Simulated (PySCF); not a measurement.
# CuOH₂: relaxation and vibrations of the quartet

The task is one start of a wider search on CuOH₂: the quartet, from a trigonal pyramidal start. It is relaxed, tested by its Hessian and followed downhill if it is a saddle.

Program: PySCF 2.14.0. Level of theory: PBE0, basis Cu def2-TZVP, O def2-TZVP, H def2-TZVP, no relativity, density fitting. These are calculated values, not measurements.

### Step 1. Starting geometry

4 atoms, charge 0, spin multiplicity 4.

Bond lengths: Cu1–O2 1.720 Å, Cu1–H3 1.440 Å, Cu1–H4 1.440 Å. Angles: O2–Cu1–H3 99.8°, O2–Cu1–H4 99.8°, H3–Cu1–H4 99.8°.

Z-matrix (Å, degrees; charge 0 multiplicity 4):
```
Cu
O  1 1.7200
H  1 1.4399 2 99.75
H  1 1.4400 2 99.75 3 -101.77
```

### Step 2. First SCF at the start

One driver script runs all steps and calls PySCF; scf.py shows how it sets up the SCF of each step. The optimiser is the driver's own. After this first run the driver tries any further starts and a stability analysis.

Input file scf.py:

```python
from pyscf import gto, scf, dft
mol = gto.M(atom='''
Cu     0.000000    -0.334560     0.000000
O      0.114630     1.381600    -0.000020
H     -0.909580    -0.518270    -1.101060
H     -0.909600    -0.518300     1.101080''',
    basis={'Cu': 'def2-TZVP', 'O': 'def2-TZVP', 'H': 'def2-TZVP'},
    charge=0, spin=3)
mf = dft.UKS(mol, xc='PBE0')
mf.grids.atom_grid = (50, 194)
aux = {'Cu': 'def2-universal-JKFIT', 'O': 'def2-universal-JKFIT', 'H': 'def2-universal-JKFIT'}
mf = mf.density_fit(auxbasis=aux)
mf.conv_tol = 1e-08
mf.diis_space = 10
mf.max_cycle = 60
mf.init_guess = 'minao'
mf.verbose = 4
mf.kernel()
```

Command:

```
$ OMP_NUM_THREADS=4 python axn.py task.json out
```

The program printed:

```text
init E= -1716.0603632482
[... the frontier-level lines of each cycle are left out ...]
cycle= 1 E= -1712.67173600482  delta_E= 3.39  |g|=  4.1  |ddm|= 1.75
cycle= 2 E= -1698.68483907034  delta_E=   14  |g|= 7.79  |ddm|= 4.71
cycle= 3 E= -1715.35719432704  delta_E= -16.7  |g|= 2.15  |ddm|= 3.83
cycle= 4 E= -1710.49381260793  delta_E= 4.86  |g|= 2.57  |ddm|= 5.77
cycle= 5 E= -1716.37004709071  delta_E= -5.88  |g|= 0.361  |ddm|= 5.97
cycle= 6 E= -1716.42408502766  delta_E= -0.054  |g|= 0.104  |ddm|= 0.358
cycle= 7 E= -1716.42690180391  delta_E= -0.00282  |g|= 0.0645  |ddm|= 0.0802
cycle= 8 E= -1716.42822698403  delta_E= -0.00133  |g|= 0.0439  |ddm|= 0.0261
cycle= 9 E= -1716.42934216305  delta_E= -0.00112  |g|= 0.00765  |ddm|= 0.0485
cycle= 10 E= -1716.42935715177  delta_E= -1.5e-05  |g|= 0.00843  |ddm|= 0.00783
cycle= 11 E= -1716.42937265537  delta_E= -1.55e-05  |g|= 0.00595  |ddm|= 0.00362
cycle= 12 E= -1716.42938612537  delta_E= -1.35e-05  |g|= 0.00119  |ddm|= 0.00516
cycle= 13 E= -1716.42938691369  delta_E= -7.88e-07  |g|= 0.000202  |ddm|= 0.00159
cycle= 14 E= -1716.4293869867  delta_E= -7.3e-08  |g|= 8.63e-05  |ddm|= 0.000413
cycle= 15 E= -1716.4293870141  delta_E= -2.74e-08  |g|= 3.39e-05  |ddm|= 0.000339
cycle= 16 E= -1716.42938701858  delta_E= -4.48e-09  |g|= 1.36e-05  |ddm|= 0.000143
Extra cycle  E= -1716.42938701868  delta_E= -1.01e-10  |g|= 2.75e-05  |ddm|= 3.1e-05
converged SCF energy = -1716.42938701868  <S^2> = 3.7639683  2S+1 = 4.0069781
```

This step, with its further starts and checks, ran for 10 s (4 threads of Arm Neoverse V1, shared host).

Energies from each starting density:

```tsv
start	energy (Eh)
the minimal-basis guess	-1716.429387
a thermally smeared density	-1716.427714
a smeared PBE density	-1716.429387
```

The test of internal stability and the other starts found no lower solution of this spin.

### Step 3. Relaxation: trigonal pyramidal start, quartet

The program finds Cs symmetry in the start, which this walk keeps. The walk stops when the largest gradient is under 0.0003 Eh/bohr and the energy has settled too.

Edit scf.py of step 2 so:

```diff
@@ -3,4 +3,4 @@
-Cu     0.000000    -0.334560     0.000000
-O      0.114630     1.381600    -0.000020
-H     -0.909580    -0.518270    -1.101060
-H     -0.909600    -0.518300     1.101080''',
+Cu    -0.000001    -0.334562     0.000000
+O      0.114629     1.381598    -0.000001
+H     -0.909592    -0.518288    -1.101069
+H     -0.909590    -0.518286     1.101071''',
@@ -16 +15,0 @@
-mf.init_guess = 'minao'
```

Energy and gradient, step by step:

```tsv
step	energy (Eh)	change (kJ/mol)	largest symmetric gradient (Eh/bohr)
0	-1716.429387	0.00	0.03140
1	-1716.439302	-26.03	0.01818
2	-1716.445781	-43.04	0.01085
3	-1716.447075	-46.44	0.01057
4	-1716.448049	-49.00	0.01108
5	-1716.449302	-52.29	0.01223
6	-1716.450319	-54.96	0.01208
7	-1716.451805	-58.86	0.01005
8	-1716.452723	-61.27	0.00326
9	-1716.452765	-61.38	0.00125
10	-1716.452783	-61.43	0.00018
11	-1716.452785	-61.43	0.00030
12	-1716.452785	-61.43	0.00018
```

The walk took 20 s.

Positions (Å) and forces (eV/Å) along the way:

```
step 0
Cu   0.000  -0.335   0.000   1.058  -0.628   0.000
O    0.115   1.382   0.000   0.419   1.531   0.000
H   -0.910  -0.518  -1.101  -0.739  -0.452  -1.614
H   -0.910  -0.518   1.101  -0.739  -0.451   1.614
step 1
Cu  -0.035  -0.322   0.000   0.264   0.169   0.000
O    0.154   1.436   0.000   0.260   0.404   0.000
H   -0.911  -0.552  -1.181  -0.262  -0.286  -0.935
H   -0.911  -0.552   1.181  -0.262  -0.286   0.935
step 6
Cu  -0.313  -0.201   0.000  -0.621  -0.479   0.000
O    0.245   1.442   0.000   0.162   0.295   0.000
H   -0.818  -0.615  -1.477   0.230   0.092   0.333
H   -0.818  -0.615   1.477   0.230   0.092  -0.333
step 12
Cu  -0.516  -0.178   0.000  -0.002  -0.010   0.000
O    0.266   1.390   0.000  -0.002   0.005   0.000
H   -0.727  -0.601  -1.492   0.002   0.002  -0.002
H   -0.727  -0.601   1.492   0.002   0.002   0.002
```

It settles in C2v symmetry, 61.4 kJ/mol below the start, after 12 steps: Cu–H 1.565 Å (×2), Cu–O 1.753 Å; H–Cu–H 144.9°, H–Cu–O 107.5° (×2).

### Step 4. Hessian and properties

On the finer grid the gradient is checked again; gradients at displacements of ±0.02 bohr then give force constants and infrared intensities.

Edit scf.py of step 3 so:

```diff
@@ -3,4 +3,4 @@
-Cu    -0.000001    -0.334562     0.000000
-O      0.114629     1.381598    -0.000001
-H     -0.909592    -0.518288    -1.101069
-H     -0.909590    -0.518286     1.101071''',
+Cu    -0.150600    -0.301959     0.000000
+O      0.631978     1.267140    -0.000002
+H     -0.358773    -0.719352    -1.493699
+H     -0.358770    -0.719349     1.493701''',
@@ -10 +10 @@
-mf.grids.atom_grid = (50, 194)
+mf.grids.atom_grid = (75, 302)
@@ -13 +13 @@
-mf.conv_tol = 1e-08
+mf.conv_tol = 1e-10
```

The driver hands on the density of the step before, so the log starts near convergence.

SCF at the final geometry:

```text
init E= -1716.45270564725
[... the frontier-level lines of each cycle are left out ...]
cycle= 1 E= -1716.45270564722  delta_E= 3.34e-11  |g|= 1.5e-05  |ddm|= 6.04e-06
cycle= 2 E= -1716.45270564654  delta_E= 6.82e-10  |g|= 6.04e-05  |ddm|= 2.28e-05
cycle= 3 E= -1716.45270564725  delta_E= -7.17e-10  |g|= 8.77e-07  |ddm|= 1.8e-05
cycle= 4 E= -1716.45270564726  delta_E= -7.05e-12  |g|= 2.86e-07  |ddm|= 5.55e-07
Extra cycle  E= -1716.45270564726  delta_E= 5e-12  |g|= 6.61e-07  |ddm|= 6.26e-07
converged SCF energy = -1716.45270564726  <S^2> = 3.7703025  2S+1 = 4.0101384
```

The whole step took 39 s.

Geometry: C2v; Cu–H 1.565 Å (×2), Cu–O 1.753 Å; H–Cu–H 145.3°, H–Cu–O 107.3° (×2).

Harmonic modes (main isotopes):

| symmetry | ω (cm⁻¹) | IR (km/mol) | μ (u) |
| --- | --- | --- | --- |
| b2 | 296 | 3.4 | 1.15 |
| b1 | 337 | 54.3 | 1.07 |
| a1 | 440 | 0.2 | 1.04 |
| a1 | 601 | 10.1 | 15.49 |
| b2 | 1493 | 53.1 | 1.03 |
| a1 | 1624 | 18.6 | 1.01 |

No imaginary mode, so this is a minimum.

Constants and moments:

- Dipole moment: 1.43 D
- Highest occupied level: -8.42 eV
- Lowest empty level: -4.48 eV
- Rotational constants: 3.748, 0.4159, 0.3743 cm⁻¹
- Zero-point energy: 28.7 kJ/mol
- Principal polarisabilities: 20.3, 51.3, 52.1 bohr³
- Atomisation energy without zero-point energy: 493 kJ/mol
- Principal traceless quadrupole moments about the centre of mass: -1.75, -1.42, 3.17 D Å
- Entropy at 298.15 K and 1 bar (electronic part: spin only): 272.0 J/(mol K)
- Heat capacity Cp at 298.15 K: 57.6 J/(mol K)
- Enthalpy at 298.15 K above 0 K: 13.17 kJ/mol
- Rotational symmetry number: 2
- Spin squared ⟨S²⟩: 3.770

Populations by atom (charges in e):

```
atom  Mulliken  Löwdin  polar tensor  spin (Mulliken)  Mayer order to Cu1
 Cu1      0.26    0.17          0.21             0.63                   –
  O2     -0.22   -0.09         -0.24             1.51                1.01
H3,4     -0.02   -0.04          0.01             0.43                0.69
```

Mulliken populations on Cu1: s 6.83, p 12.47, d 9.44, f 0.00.

### Step 5. What came out

| quantity | value |
| --- | --- |
| minimum | quartet, C2v |
| geometry | Cu–H 1.565 Å (×2), Cu–O 1.753 Å; H–Cu–H 145.3°, H–Cu–O 107.3° (×2) |
| wavenumbers (cm⁻¹) | 296 (b2), 337 (b1), 440 (a1), 601 (a1), 1493 (b2), 1624 (a1) |
| dipole moment | 1.43 D |
| highest occupied, lowest empty level (either spin) | -8.42, -4.48 eV |
| polar-tensor charge of Cu1 | +0.21 e |
| zero-point energy | 28.7 kJ/mol |
| entropy at 298.15 K | 272.0 J/(mol K) |
| atomisation energy (no zero-point energy) | 493 kJ/mol |
| ⟨S²⟩ | 3.770 |

In words: The trigonal pyramidal start (Cs) ends in a minimum of C2v symmetry. The strongest infrared band lies at 337 cm⁻¹ (b1, bend). Most of the spin sits on O2 (Mulliken spin 1.51, against 3 for the whole molecule). Other starts or spin states, not run here, may lie lower. One determinant may miss the lowest occupation of an open d or f shell.

The search up to here took 69 s.
